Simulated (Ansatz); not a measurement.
This script makes an equation of state with a fit of Na3In, space group Fm-3m with Ansatz's Python interface.

Script `eos_na3in.py`:
```python
# -*- coding: utf-8 -*-
"""Equation of state of Na3In."""

import ansatz as az
import numpy as np
from pymatgen.analysis.eos import EOS

vectors0 = np.array([
    [0.0, 3.89046, 3.89046],
    [3.89046, 0.0, 3.89046],
    [3.89046, 3.89046, 0.0],
])
sites = [
    ("Na", (0.25, 0.25, 0.25)),
    ("Na", (0.75, 0.75, 0.75)),
    ("Na", (0.5, 0.5, 0.5)),
    ("In", (0.0, 0.0, 0.0)),
]


def on_lattice(cell):
    crystal = az.Crystal(lattice=az.Lattice.of(cell))
    for symbol, position in sites:
        crystal = crystal.atom(symbol, position)
    return crystal


def main():
    # scale the volume, keep shape and fractions
    volumes, energies = [], []
    for scale in np.linspace(0.94, 1.06, 7):
        cell = vectors0 * scale ** (1 / 3)
        model = (
            on_lattice(cell).calculation()
            .scf(extra_bands=6)
            .occupations(az.OccupationsMethod.COLD, width=0.01)
            .functional("r2scan")
            .pseudopotentials("nc")
            .kpoints(5, 5, 5)
        )
        data = model.run().report
        volumes.append(abs(np.linalg.det(cell)) / len(sites))
        energies.append(data["free_energy_ev"] / len(sites))
        print(f"V = {volumes[-1]:8.4f} A^3/atom  F = {energies[-1]:.5f} eV/atom")

    for form in ["murnaghan"]:
        fit = EOS(eos_name=form).fit(volumes, energies)
        print(f"{form:18s} V0 {fit.v0:8.4f} A^3/atom  B0 {fit.b0_GPa:7.1f} GPa  B1 {fit.b1:5.2f}")


if __name__ == "__main__":
    main()
```

Where does the minimum lie against the volume typed, and how stiff is the crystal?

A third-order Birch-Murnaghan fit through the 7 points (the script's own form differs a little) has its minimum at 29.15 Å³ an atom, 1.0 % below the typed cell, with a bulk modulus of 17 GPa. From that minimum the energy rises by 4.3 meV an atom on the compressed side and 6.6 meV on the expanded side.

What the script printed:

```console
$ python eos_na3in.py
DeckWarning: basis.ecutwfc = 1250 eV, auto-derived from the records' recommended cutoffs: set by Na (normal level)
V =  27.6758 A^3/atom  F = -1415.04434 eV/atom
V =  28.2647 A^3/atom  F = -1415.04704 eV/atom
V =  28.8535 A^3/atom  F = -1415.04840 eV/atom
V =  29.4424 A^3/atom  F = -1415.04854 eV/atom
V =  30.0312 A^3/atom  F = -1415.04763 eV/atom
V =  30.6201 A^3/atom  F = -1415.04465 eV/atom
V =  31.2089 A^3/atom  F = -1415.04202 eV/atom
murnaghan          V0  29.1554 A^3/atom  B0    16.9 GPa  B1  4.27
```
(Warnings from the package without file and line.)

The settings weren't tested for convergence. Such functionals run on norm-conserving files made under PBE, which can move pressures by some GPa. The mesh is modest for a metal, so energies can be off by several to tens of meV an atom and pressures by half a GPa or more; differences at equal mesh fare better. The structure comes from a database of computed cells and needn't be a stable or known phase. Timing: 77 s on 1 thread of Arm Neoverse V2, on a shared host, peak memory 0.82 GiB.

(A comment or docstring line of the script was reworded after the run, the code is as it ran; lines on the test bed's own set-up are left out of the output.)
